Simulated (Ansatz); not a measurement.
**CH7ClSi2 (SMILES [SiH3]C[SiH2]Cl) at BHLYP/def2-SVP**

What is the vertical ionisation energy of CH7ClSi2 at BHLYP/def2-SVP? 

The results are computed with Ansatz 0.2.0.

49 further runs of the same task are left out: 49 set aside as unsound or not needed.

## 1. The system as given

CH7ClSi2 has 11 atoms, charge 0, and is taken as a singlet. As SMILES, `[SiH3]C[SiH2]Cl`. The shape is that of a PBE0-D4/def2-TZVP optimisation. This is one conformer, not always the lowest.

Bond lengths: Si1–C2 1.877 Å, C2–Si3 1.856 Å, Si3–Cl4 2.062 Å, Si1–H5 1.486 Å, Si1–H6 1.487 Å, Si1–H7 1.487 Å, C2–H8 1.095 Å, C2–H9 1.095 Å, Si3–H10 1.483 Å, Si3–H11 1.483 Å. Some angles: Si1–C2–Si3 114.4°, C2–Si3–Cl4 110.3°, Si1–C2–H8 108.8°, Si1–C2–H9 108.8°, Si3–C2–H8 108.7°, Si3–C2–H9 108.7°, C2–Si1–H5 110.5°, C2–Si1–H6 110.2°, C2–Si1–H7 110.2°, C2–Si3–H10 111.0°.

## 2. A single-point energy at BHLYP/def2-SVP

The input, job.yaml:

```yaml
crystal:
  periodic: [false, false, false]
  atoms:
    - symbol: Si
      position_ang: [1.006300, 1.285600, -0.182900]
    - symbol: C
      position_ang: [-0.570400, 0.282700, -0.356100]
    - symbol: Si
      position_ang: [-0.499800, -1.397400, 0.429000]
    - symbol: Cl
      position_ang: [-2.287500, -2.388300, 0.158700]
    - symbol: H
      position_ang: [0.854300, 2.610700, -0.838800]
    - symbol: H
      position_ang: [1.323900, 1.497600, 1.254200]
    - symbol: H
      position_ang: [2.143300, 0.566700, -0.816300]
    - symbol: H
      position_ang: [-1.397400, 0.844300, 0.091100]
    - symbol: H
      position_ang: [-0.797200, 0.162700, -1.420800]
    - symbol: H
      position_ang: [0.561500, -2.228800, -0.187700]
    - symbol: H
      position_ang: [-0.271500, -1.292800, 1.890200]
basis:
  gaussian:
    orbitals: def2-SVP
accuracy: high
output: {orbitals: {seedname: orbitals}}
hamiltonian:
  xc: {name: BHLYP}
```

Started as:

```console
$ ansatz run job.yaml --threads 1 --pin off --max-ram 2610MiB --events-out events.jsonl --progress --plain --runs-dir runs
```

Log:

```text
Warning: RAYON_NUM_THREADS=1 ignored (pool sized by the plan → 1); use --threads N
Functional definition: BHLYP
  name "BHLYP"
  parameter a = 0.5
  exchange = (1 - a)*b88_x + a*exact_x
  correlation = lyp_c
2292 factors; integrals over basis functions are off by at most 1.0e-8 eV
mean field evaluation 1: about -29417.1440 eV, gradient 3.3e1 eV
mean field evaluation 2: about -29417.6166 eV, gradient 2.8e1 eV
mean field evaluation 4: about -29419.7356 eV, gradient 7.8e-1 eV
mean field evaluation 8: about -29420.1065 eV, gradient 1.2e-1 eV
mean field evaluation 16: about -29420.1066 eV, gradient 2.8e-5 eV
mean field -29420.10656599 eV, -1081.1689746357 hartree, gradient 2.8e-8 eV, S^2 0.000000; 0 other end points of the search recorded, 0 dependent functions left out
reference -29420.10659667 eV, -1081.1689757631 hartree; 29, 29 occupied and 74, 74 virtual orbitals, 2292 factors
Total energy: -29420.10659667 eV, -1081.1689757631 hartree
```

It took 13 s on 1 thread of Arm Neoverse V2, shared host; peak memory 0.39 GiB.

## 3. The doublet cation, same level

The input, job.yaml:

```yaml
crystal:
  periodic: [false, false, false]
  atoms:
    - {symbol: Si, position_ang: [1.006300, 1.285600, -0.182900]}
    - {symbol: C, position_ang: [-0.570400, 0.282700, -0.356100]}
    - {symbol: Si, position_ang: [-0.499800, -1.397400, 0.429000]}
    - {symbol: Cl, position_ang: [-2.287500, -2.388300, 0.158700]}
    - {symbol: H, position_ang: [0.854300, 2.610700, -0.838800]}
    - {symbol: H, position_ang: [1.323900, 1.497600, 1.254200]}
    - {symbol: H, position_ang: [2.143300, 0.566700, -0.816300]}
    - {symbol: H, position_ang: [-1.397400, 0.844300, 0.091100]}
    - {symbol: H, position_ang: [-0.797200, 0.162700, -1.420800]}
    - {symbol: H, position_ang: [0.561500, -2.228800, -0.187700]}
    - {symbol: H, position_ang: [-0.271500, -1.292800, 1.890200]}
basis:
  gaussian:
    orbitals: def2-SVP
hamiltonian:
  xc: {name: BHLYP}
magnetization:
  spin_polarized: true
  initial_magnetization: 1
output:
  orbitals: {seedname: orbitals}
accuracy: high
total_charge: 1
```

Started as:

```console
$ ansatz run job.yaml --threads 1 --pin off --max-ram 2610MiB --events-out events.jsonl --progress --plain --runs-dir runs
```

Log:

```text
Warning: RAYON_NUM_THREADS=1 ignored (pool sized by the plan → 1); use --threads N
[... 5 set-up lines as earlier in the session ...]
2288 factors; integrals over basis functions are off by at most 1.0e-8 eV
mean field evaluation 1: about -29403.3147 eV, gradient 3.3e1 eV
mean field evaluation 2: about -29397.0152 eV, gradient 4.3e1 eV
mean field evaluation 4: about -29408.7154 eV, gradient 4.7e0 eV
mean field evaluation 8: about -29408.8826 eV, gradient 1.8e-1 eV
mean field evaluation 16: about -29408.8831 eV, gradient 4.3e-3 eV
mean field evaluation 32: about -29409.1641 eV, gradient 6.2e-1 eV
mean field -29409.28786791 eV, -1080.7713948146 hartree, gradient 1.7e-8 eV, S^2 0.763583; 6 other end points of the search recorded, 0 dependent functions left out
reference -29409.28789959 eV, -1080.7713959788 hartree; 29, 28 occupied and 74, 75 virtual orbitals, 2288 factors
Total energy: -29409.28789959 eV, -1080.7713959788 hartree
```

Run time: 31 s. Hardware: 1 thread of Arm Neoverse V2, shared host; peak memory 0.57 GiB.

## 4. Summary of results

At BHLYP/def2-SVP:

| quantity | value |
| --- | --- |
| singlet CH7ClSi2: total energy | -1081.16898 Eh |
| singlet CH7ClSi2: HOMO energy | -9.76 eV |
| singlet CH7ClSi2: LUMO energy | 1.32 eV |
| singlet CH7ClSi2: HOMO–LUMO gap | 11.08 eV |
| doublet cation: total energy | -1080.77140 Eh |
| doublet cation: HOMO energy (highest over α and β) | -15.43 eV |
| doublet cation: LUMO energy (lowest over α and β) | -11.85 eV |
| doublet cation: ⟨S²⟩ | 0.764 |
| vertical ionisation energy (to the doublet cation) | 10.819 eV |

Removing an electron at fixed nuclei costs 10.82 eV (249 kcal/mol). −ε(HOMO) before ionisation, 9.76 eV, is 1.06 eV below this ionisation energy.
